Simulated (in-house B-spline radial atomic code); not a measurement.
# Nd⁹⁺: binding energies from hole states

How tightly is each shell of Nd⁹⁺ bound, and how much do the other electrons relax when one leaves?

Program: in-house B-spline radial atomic code version 1. Level of theory: Dirac-Hartree-Fock, average of configuration, Fermi nucleus, basis-set limit. These are calculated values, not measurements, unless marked.

## 1. What is computed

* element: neodymium (Z = 60)
* charge: +9
* electrons: 51
* configuration: [Kr] 4d10 4f2 5s2 5p1
* Hamiltonian: Dirac-Coulomb
* nucleus: Fermi, rms radius 4.912 fm

The outer shells:

[Kr] 4d10 4f2 5s2 5p1
```
[Kr] core
4d [↑↓][↑↓][↑↓][↑↓][↑↓]
4f [↑ ][↑ ][  ][  ][  ][  ][  ]
5s [↑↓]
5p [↑ ][  ][  ]
```

The boxes draw the filling by Hund's rule, which heavy ions in jj coupling don't follow; these runs average over all states of the configuration.

Settings, as recorded:

```ini
Z = 60
electrons = 51.0
configuration = [Kr] 4d10 4f2 5s2 5p1
hamiltonian = dirac
method = hf
spin_polarised = False
nucleus = fermi
rms_radius = 4.9123
mass_number = 142
atomic_mass = 141.907728824
speed_of_light = 137.035999084
```

From the earlier run of the reference: total energy -9604.745905 hartree. Levels, eight at most:

```csv
orbital,occupation,energy (eV),<r> (bohr)
4p3/2,4,-388.62,0.6450
4d3/2,4,-274.33,0.6853
4d5/2,6,-270.03,0.6944
5s1/2,2,-164.52,1.316
4f5/2,0.857143,-146.28,0.8085
4f7/2,1.14286,-145.80,0.8130
5p1/2,0.333333,-145.67,1.402
5p3/2,0.666667,-140.85,1.448
```

## 2. The 3p3/2 hole

In configurations, a minus sign after the shell means j = l − 1/2 and a plus sign j = l + 1/2; the count of electrons follows.

Changes to the settings of step 1:

```diff
@@ -1,4 +1,4 @@
 Z = 60
-electrons = 51.0
-configuration = [Kr] 4d10 4f2 5s2 5p1
+electrons = 50.0
+configuration = 1s2 2s2 2p6 3s2 3p-2 3p+3 3d10 4s2 4p6 4d10 4f2 5s2 5p1
 hamiltonian = dirac
```

From the run's result record (rounded, not every field):

```text
{
  "status": "converged",
  "scf [iteration, energy, orbital gradient]": [
    [1, -9497.89488423, 2.01],
    [2, -9540.33358024, 1.12],
    [3, -9550.09434232, 0.318],
    [4, -9551.06603961, 0.0842],
    [5, -9551.14277357, 0.0428],
    [6, -9551.16060593, 0.00211],
    [7, -9551.16066715, 0.000441],
    [8, -9551.16066839, 3.88e-05],
    [9, -9551.16066841, 9.14e-07],
    [10, -9551.16066841, 1.79e-08]
  ],
  "energy [hartree]": {"total": -9551.16066841, "kinetic": 10304.0049868, "nuclear": -23003.7678944, "coulomb": 3355.77783033, "exact_exchange": -207.175591148},
  "breit [hartree]": {"gaunt": 9.180637, "retardation": -0.9541408, "frequency_dependence": -0.1083986},
  "qed [hartree]": {"self_energy": 6.415043, "uehling": -0.9759656, "wichmann_kroll": 0.02767313},
  "recoil [hartree]": 0.02432479,
  "total_with_corrections [hartree]": -9537.55149607,
  "orbitals [hartree, bohr; first row names the columns]": [
    ["name", "occ", "eps", "<r>"],
    ["1s1/2", 2.0, -1618.9955, 0.023623],
    ["2s1/2", 2.0, -272.67005, 0.10031],
    ["2p1/2", 2.0, -257.84989, 0.08425],
    ["2p3/2", 4.0, -238.5585, 0.09071],
    ["3s1/2", 2.0, -66.389747, 0.26376],
    ["3p1/2", 2.0, -60.230645, 0.25363],
    ["3p3/2", 3.0, -56.320107, 0.26704],
    ["3d3/2", 4.0, -45.439095, 0.23692],
    ["3d5/2", 6.0, -44.479407, 0.24062],
    ["4s1/2", 2.0, -19.020119, 0.59466],
    ["4p1/2", 2.0, -16.493136, 0.60921],
    ["4p3/2", 4.0, -15.56164, 0.63276],
    ["4d3/2", 4.0, -11.347705, 0.66625],
    ["4d5/2", 6.0, -11.174239, 0.67513],
    ["4f5/2", 0.85714, -6.5579157, 0.74894],
    ["4f7/2", 1.1429, -6.5268761, 0.75426],
    ["5s1/2", 2.0, -6.8418816, 1.2739],
    ["5p1/2", 0.33333, -6.1201671, 1.3479],
    ["5p3/2", 0.66667, -5.9193625, 1.3918]
  ],
  "sum_r [bohr^k]": {"-1": 383.4041, "1": 22.08989, "2": 17.01263},
  "energy_minus_base [hartree]": 53.5852367,
  "energy_minus_base_with_corrections [hartree]": 53.5108477
}
```

Run time: 1.5 s. Hardware: 1 thread, shared host.

energy_minus_base is the energy less that of the reference run.

Radial density 4πr²n(r) and radial functions P(r) = rR(r):

```csv
r (bohr),4πr²n,3p3/2,4f7/2,5p3/2
0.00209,10.60,0.0116,0.0000,0.0026
0.00314,19.43,0.0250,0.0000,0.0056
0.00473,33.55,0.0529,0.0000,0.0119
0.00711,52.54,0.1091,0.0000,0.0246
0.0107,71.71,0.2172,0.0000,0.0489
0.0161,80.82,0.4086,0.0001,0.0917
0.0242,74.69,0.7035,0.0006,0.1572
0.0364,71.32,1.0551,0.0026,0.2330
0.0547,92.16,1.2422,0.0104,0.2651
0.0823,101.8,0.8462,0.0376,0.1544
0.124,79.20,-0.3942,0.1188,-0.1430
0.186,87.07,-1.7954,0.3099,-0.3831
0.280,62.30,-2.0283,0.6512,-0.1189
0.421,34.12,-1.0242,1.0351,0.4879
0.633,38.88,-0.2174,1.1713,0.3660
0.952,13.98,-0.0212,0.8869,-0.6160
1.43,3.813,-0.0018,0.4007,-1.0100
2.15,0.3877,-0.0001,0.0828,-0.4315
3.24,0.002828,0.0000,0.0049,-0.0446
4.87,4.492e-07,0.0000,0.0000,-0.0007
```

Clear maxima of the radial density (full grid of the record): 0.016, 0.067, 0.19, 0.52 bohr.

X-ray form factor of the spherical density:

```csv
sinθ/λ (1/Å),f (electrons)
0,50.000
0.1,48.783
0.2,45.530
0.3,41.158
0.4,36.568
0.6,28.600
0.8,22.889
1,19.123
1.4,14.917
1.8,11.916
2.5,7.677
4,4.463
6,2.653
```

## 3. The 3d3/2 hole

Changes to the settings of step 2:

```diff
@@ -2,3 +2,3 @@
 electrons = 50.0
-configuration = 1s2 2s2 2p6 3s2 3p-2 3p+3 3d10 4s2 4p6 4d10 4f2 5s2 5p1
+configuration = 1s2 2s2 2p6 3s2 3p6 3d-3 3d+6 4s2 4p6 4d10 4f2 5s2 5p1
 hamiltonian = dirac
```

From the record:

```text
{
  "status": "converged",
  "scf [iteration, energy, orbital gradient]": [
    [1, -9508.50155864, 1.95],
    [2, -9551.29339402, 1.08],
    [3, -9561.1398412, 0.298],
    [4, -9562.12270855, 0.0838],
    [5, -9562.2001633, 0.0394],
    [6, -9562.21823593, 0.00203],
    [7, -9562.21829344, 0.000431],
    [8, -9562.21829473, 3.63e-05],
    [9, -9562.21829474, 8.18e-07],
    [10, -9562.21829474, 1.74e-08]
  ],
  "energy [hartree]": {"total": -9562.21829474, "kinetic": 10315.6806409, "nuclear": -23021.1636939, "coulomb": 3351.05293591, "exact_exchange": -207.788177647},
  "breit [hartree]": {"gaunt": 9.221685, "retardation": -0.9649278, "frequency_dependence": -0.1130007},
  "qed [hartree]": {"self_energy": 6.424479, "uehling": -0.9759719, "wichmann_kroll": 0.02767456},
  "recoil [hartree]": 0.0243759,
  "total_with_corrections [hartree]": -9548.57398081,
  "orbitals [hartree, bohr; first row names the columns]": [
    ["name", "occ", "eps", "<r>"],
    ["1s1/2", 2.0, -1618.8505, 0.023625],
    ["2s1/2", 2.0, -272.93996, 0.10032],
    ["2p1/2", 2.0, -257.94294, 0.084231],
    ["2p3/2", 4.0, -238.89428, 0.090632],
    ["3s1/2", 2.0, -66.716158, 0.26342],
    ["3p1/2", 2.0, -60.181262, 0.25352],
    ["3p3/2", 4.0, -56.426963, 0.2653],
    ["3d3/2", 3.0, -45.608965, 0.23854],
    ["3d5/2", 6.0, -44.808535, 0.24012],
    ["4s1/2", 2.0, -19.042483, 0.59411],
    ["4p1/2", 2.0, -16.492082, 0.60904],
    ["4p3/2", 4.0, -15.597679, 0.63297],
    ["4d3/2", 4.0, -11.333947, 0.66492],
    ["4d5/2", 6.0, -11.197104, 0.67384],
    ["4f5/2", 0.85714, -6.5309272, 0.75208],
    ["4f7/2", 1.1429, -6.5348206, 0.75237],
    ["5s1/2", 2.0, -6.8463601, 1.2731],
    ["5p1/2", 0.33333, -6.1208371, 1.3476],
    ["5p3/2", 0.66667, -5.9268324, 1.3901]
  ],
  "sum_r [bohr^k]": {"-1": 383.694, "1": 22.09787, "2": 17.00003},
  "energy_minus_base [hartree]": 42.5276104,
  "energy_minus_base_with_corrections [hartree]": 42.4883629
}
```

It took 1.4 s on 1 thread, shared host.

## 4. The 3d5/2 hole

Changes to the settings of step 3:

```diff
@@ -2,3 +2,3 @@
 electrons = 50.0
-configuration = 1s2 2s2 2p6 3s2 3p6 3d-3 3d+6 4s2 4p6 4d10 4f2 5s2 5p1
+configuration = 1s2 2s2 2p6 3s2 3p6 3d-4 3d+5 4s2 4p6 4d10 4f2 5s2 5p1
 hamiltonian = dirac
```

From the record:

```text
{
  "status": "converged",
  "scf [iteration, energy, orbital gradient]": [
    [1, -9509.39488922, 1.96],
    [2, -9552.13551001, 1.08],
    [3, -9561.966467, 0.296],
    [4, -9562.94572984, 0.0838],
    [5, -9563.02285649, 0.0384],
    [6, -9563.04084228, 0.00202],
    [7, -9563.04089935, 0.000436],
    [8, -9563.04090067, 3.67e-05],
    [9, -9563.04090068, 8.89e-07],
    [10, -9563.04090068, 1.78e-08]
  ],
  "energy [hartree]": {"total": -9563.04090068, "kinetic": 10318.1527682, "nuclear": -23025.3381946, "coulomb": 3351.99579701, "exact_exchange": -207.851271263},
  "breit [hartree]": {"gaunt": 9.241244, "retardation": -0.9650064, "frequency_dependence": -0.112577},
  "qed [hartree]": {"self_energy": 6.42207, "uehling": -0.9759532, "wichmann_kroll": 0.02767404},
  "recoil [hartree]": 0.02437239,
  "total_with_corrections [hartree]": -9549.37907663,
  "orbitals [hartree, bohr; first row names the columns]": [
    ["name", "occ", "eps", "<r>"],
    ["1s1/2", 2.0, -1618.7794, 0.023625],
    ["2s1/2", 2.0, -272.88655, 0.10032],
    ["2p1/2", 2.0, -258.02857, 0.084284],
    ["2p3/2", 4.0, -238.7575, 0.09061],
    ["3s1/2", 2.0, -66.701382, 0.26345],
    ["3p1/2", 2.0, -60.40678, 0.25336],
    ["3p3/2", 4.0, -56.299408, 0.26546],
    ["3d3/2", 4.0, -45.641615, 0.23645],
    ["3d5/2", 5.0, -44.755507, 0.24235],
    ["4s1/2", 2.0, -19.040849, 0.59417],
    ["4p1/2", 2.0, -16.506842, 0.60874],
    ["4p3/2", 4.0, -15.588515, 0.63322],
    ["4d3/2", 4.0, -11.364464, 0.66534],
    ["4d5/2", 6.0, -11.176918, 0.67302],
    ["4f5/2", 0.85714, -6.5570829, 0.74841],
    ["4f7/2", 1.1429, -6.5160472, 0.75519],
    ["5s1/2", 2.0, -6.8460641, 1.2732],
    ["5p1/2", 0.33333, -6.1230325, 1.3472],
    ["5p3/2", 0.66667, -5.9252474, 1.3904]
  ],
  "sum_r [bohr^k]": {"-1": 383.7636, "1": 22.09703, "2": 17.002},
  "energy_minus_base [hartree]": 41.7050044,
  "energy_minus_base_with_corrections [hartree]": 41.6832671
}
```

Wall time 1.5 s (1 thread, shared host).

## 5. The 4s hole

Changes to the settings of step 4:

```diff
@@ -2,3 +2,3 @@
 electrons = 50.0
-configuration = 1s2 2s2 2p6 3s2 3p6 3d-4 3d+5 4s2 4p6 4d10 4f2 5s2 5p1
+configuration = 1s2 2s2 2p6 3s2 3p6 3d10 4s1 4p6 4d10 4f2 5s2 5p1
 hamiltonian = dirac
```

From the record:

```text
{
  "status": "converged",
  "scf [iteration, energy, orbital gradient]": [
    [1, -9540.33353751, 1.86],
    [2, -9577.92293368, 1.08],
    [3, -9586.30304093, 0.316],
    [4, -9587.13034541, 0.0966],
    [5, -9587.19682079, 0.0335],
    [6, -9587.21177242, 0.00199],
    [7, -9587.21182536, 0.000441],
    [8, -9587.21182612, 3.3e-05],
    [9, -9587.21182612, 7.67e-07],
    [10, -9587.21182612, 2.99e-08]
  ],
  "energy [hartree]": {"total": -9587.21182612, "kinetic": 10338.1265421, "nuclear": -23107.077626, "coulomb": 3391.77794487, "exact_exchange": -210.038687162},
  "breit [hartree]": {"gaunt": 9.255768, "retardation": -0.9676717, "frequency_dependence": -0.1127024},
  "qed [hartree]": {"self_energy": 6.40153, "uehling": -0.9729724, "wichmann_kroll": 0.0275907},
  "recoil [hartree]": 0.02428885,
  "total_with_corrections [hartree]": -9573.55599556,
  "orbitals [hartree, bohr; first row names the columns]": [
    ["name", "occ", "eps", "<r>"],
    ["1s1/2", 2.0, -1617.2062, 0.023625],
    ["2s1/2", 2.0, -271.22802, 0.10038],
    ["2p1/2", 2.0, -256.33075, 0.084305],
    ["2p3/2", 4.0, -237.15517, 0.090675],
    ["3s1/2", 2.0, -65.727869, 0.26501],
    ["3p1/2", 2.0, -59.365194, 0.25482],
    ["3p3/2", 4.0, -55.447269, 0.26693],
    ["3d3/2", 4.0, -44.480905, 0.23854],
    ["3d5/2", 6.0, -43.645604, 0.24235],
    ["4s1/2", 1.0, -18.885776, 0.60285],
    ["4p1/2", 2.0, -16.186288, 0.61543],
    ["4p3/2", 4.0, -15.300466, 0.64021],
    ["4d3/2", 4.0, -11.165374, 0.67525],
    ["4d5/2", 6.0, -11.002055, 0.68397],
    ["4f5/2", 0.85714, -6.444299, 0.76745],
    ["4f7/2", 1.1429, -6.4239796, 0.77147],
    ["5s1/2", 2.0, -6.7968251, 1.2784],
    ["5p1/2", 0.33333, -6.0870208, 1.3549],
    ["5p3/2", 0.66667, -5.8911222, 1.398]
  ],
  "sum_r [bohr^k]": {"-1": 385.1259, "1": 21.97411, "2": 17.03165},
  "energy_minus_base [hartree]": 17.534079,
  "energy_minus_base_with_corrections [hartree]": 17.5063482
}
```

It took 1.5 s on 1 thread, shared host.

## 6. The 4p1/2 hole

Changes to the settings of step 5:

```diff
@@ -2,3 +2,3 @@
 electrons = 50.0
-configuration = 1s2 2s2 2p6 3s2 3p6 3d10 4s1 4p6 4d10 4f2 5s2 5p1
+configuration = 1s2 2s2 2p6 3s2 3p6 3d10 4s2 4p-1 4p+4 4d10 4f2 5s2 5p1
 hamiltonian = dirac
```

From the record:

```text
{
  "status": "converged",
  "scf [iteration, energy, orbital gradient]": [
    [1, -9543.39174358, 1.81],
    [2, -9580.69465398, 0.842],
    [3, -9588.83643403, 0.257],
    [4, -9589.64811804, 0.0781],
    [5, -9589.71483583, 0.0325],
    [6, -9589.72945687, 0.0018],
    [7, -9589.72950218, 0.000417],
    [8, -9589.72950322, 3.67e-05],
    [9, -9589.72950323, 9.59e-07],
    [10, -9589.72950323, 1.66e-08]
  ],
  "energy [hartree]": {"total": -9589.72950323, "kinetic": 10341.0921153, "nuclear": -23112.8704086, "coulomb": 3392.41093368, "exact_exchange": -210.362143569},
  "breit [hartree]": {"gaunt": 9.243504, "retardation": -0.9656296, "frequency_dependence": -0.1126728},
  "qed [hartree]": {"self_energy": 6.418973, "uehling": -0.9753904, "wichmann_kroll": 0.02765739},
  "recoil [hartree]": 0.02436738,
  "total_with_corrections [hartree]": -9576.06869418,
  "orbitals [hartree, bohr; first row names the columns]": [
    ["name", "occ", "eps", "<r>"],
    ["1s1/2", 2.0, -1617.2263, 0.023624],
    ["2s1/2", 2.0, -271.24159, 0.10036],
    ["2p1/2", 2.0, -256.29768, 0.084315],
    ["2p3/2", 4.0, -237.1561, 0.09067],
    ["3s1/2", 2.0, -65.748245, 0.26466],
    ["3p1/2", 2.0, -59.303835, 0.2552],
    ["3p3/2", 4.0, -55.439145, 0.26692],
    ["3d3/2", 4.0, -44.450042, 0.23853],
    ["3d5/2", 6.0, -43.630536, 0.24236],
    ["4s1/2", 2.0, -18.706942, 0.59952],
    ["4p1/2", 1.0, -16.341914, 0.61336],
    ["4p3/2", 4.0, -15.378164, 0.63954],
    ["4d3/2", 4.0, -11.071113, 0.67691],
    ["4d5/2", 6.0, -11.020683, 0.68368],
    ["4f5/2", 0.85714, -6.4091127, 0.77013],
    ["4f7/2", 1.1429, -6.4244179, 0.77172],
    ["5s1/2", 2.0, -6.8079275, 1.2799],
    ["5p1/2", 0.33333, -6.0708794, 1.3602],
    ["5p3/2", 0.66667, -5.8933632, 1.3978]
  ],
  "sum_r [bohr^k]": {"-1": 385.2225, "1": 21.96231, "2": 17.01068},
  "energy_minus_base [hartree]": 15.0164019,
  "energy_minus_base_with_corrections [hartree]": 14.9936496
}
```

Run time: 1.5 s. Hardware: 1 thread, shared host.

## 7. The 4p3/2 hole

Changes to the settings of step 6:

```diff
@@ -2,3 +2,3 @@
 electrons = 50.0
-configuration = 1s2 2s2 2p6 3s2 3p6 3d10 4s2 4p-1 4p+4 4d10 4f2 5s2 5p1
+configuration = 1s2 2s2 2p6 3s2 3p6 3d10 4s2 4p-2 4p+3 4d10 4f2 5s2 5p1
 hamiltonian = dirac
```

From the record:

```text
{
  "status": "converged",
  "scf [iteration, energy, orbital gradient]": [
    [1, -9544.59816349, 1.86],
    [2, -9581.62289424, 0.822],
    [3, -9589.707392, 0.252],
    [4, -9590.508873, 0.0776],
    [5, -9590.57457107, 0.0327],
    [6, -9590.58898515, 0.0019],
    [7, -9590.58903277, 0.000411],
    [8, -9590.58903372, 3.65e-05],
    [9, -9590.58903373, 9.99e-07],
    [10, -9590.58903373, 1.63e-08]
  ],
  "energy [hartree]": {"total": -9590.58903373, "kinetic": 10343.9097538, "nuclear": -23118.0096739, "coulomb": 3393.95140528, "exact_exchange": -210.440518911},
  "breit [hartree]": {"gaunt": 9.253633, "retardation": -0.9656436, "frequency_dependence": -0.1115473},
  "qed [hartree]": {"self_energy": 6.417694, "uehling": -0.9755072, "wichmann_kroll": 0.02766108},
  "recoil [hartree]": 0.02435064,
  "total_with_corrections [hartree]": -9576.91839345,
  "orbitals [hartree, bohr; first row names the columns]": [
    ["name", "occ", "eps", "<r>"],
    ["1s1/2", 2.0, -1617.1552, 0.023624],
    ["2s1/2", 2.0, -271.19556, 0.10036],
    ["2p1/2", 2.0, -256.28553, 0.084303],
    ["2p3/2", 4.0, -237.09256, 0.09068],
    ["3s1/2", 2.0, -65.709048, 0.2647],
    ["3p1/2", 2.0, -59.318737, 0.25483],
    ["3p3/2", 4.0, -55.375633, 0.26731],
    ["3d3/2", 4.0, -44.425538, 0.23857],
    ["3d5/2", 6.0, -43.582966, 0.24238],
    ["4s1/2", 2.0, -18.691637, 0.59954],
    ["4p1/2", 2.0, -16.248181, 0.61527],
    ["4p3/2", 3.0, -15.386428, 0.63909],
    ["4d3/2", 4.0, -11.157675, 0.6757],
    ["4d5/2", 6.0, -10.939828, 0.68522],
    ["4f5/2", 0.85714, -6.4258536, 0.76966],
    ["4f7/2", 1.1429, -6.3883855, 0.77476],
    ["5s1/2", 2.0, -6.8048894, 1.2805],
    ["5p1/2", 0.33333, -6.0859773, 1.3554],
    ["5p3/2", 0.66667, -5.8821894, 1.4009]
  ],
  "sum_r [bohr^k]": {"-1": 385.3081, "1": 21.94911, "2": 16.99676},
  "energy_minus_base [hartree]": 14.1568714,
  "energy_minus_base_with_corrections [hartree]": 14.1439503
}
```

Run time: 1.5 s. Hardware: 1 thread, shared host.

## 8. What the holes cost

| hole | ΔSCF (eV) | with Breit, QED, recoil (eV) | −ε of the parent (eV) | −ε less ΔSCF (eV) |
| --- | --- | --- | --- | --- |
| 3p3/2 | 1458.13 | 1456.10 | 1472.53 | 14.40 |
| 3d3/2 | 1157.24 | 1156.17 | 1173.54 | 16.30 |
| 3d5/2 | 1134.85 | 1134.26 | 1150.85 | 16.00 |
| 4s | 477.13 | 476.37 | 480.93 | 3.80 |
| 4p1/2 | 408.62 | 408.00 | 412.32 | 3.70 |
| 4p3/2 | 385.23 | 384.88 | 388.62 | 3.39 |

Relaxation of the remaining electrons brings each binding energy under −ε, by 14.4 eV for 3p3/2 and 3.39 eV for 4p3/2. The spin-orbit splitting of the 3d hole is 21.91 eV with those corrections. Two partly filled shells share a symmetry and can mix in the average, which may lower the energy, in these hole states: 3p3/2; 4p1/2; 4p3/2. Values are for the free ion, measured from the vacuum level.
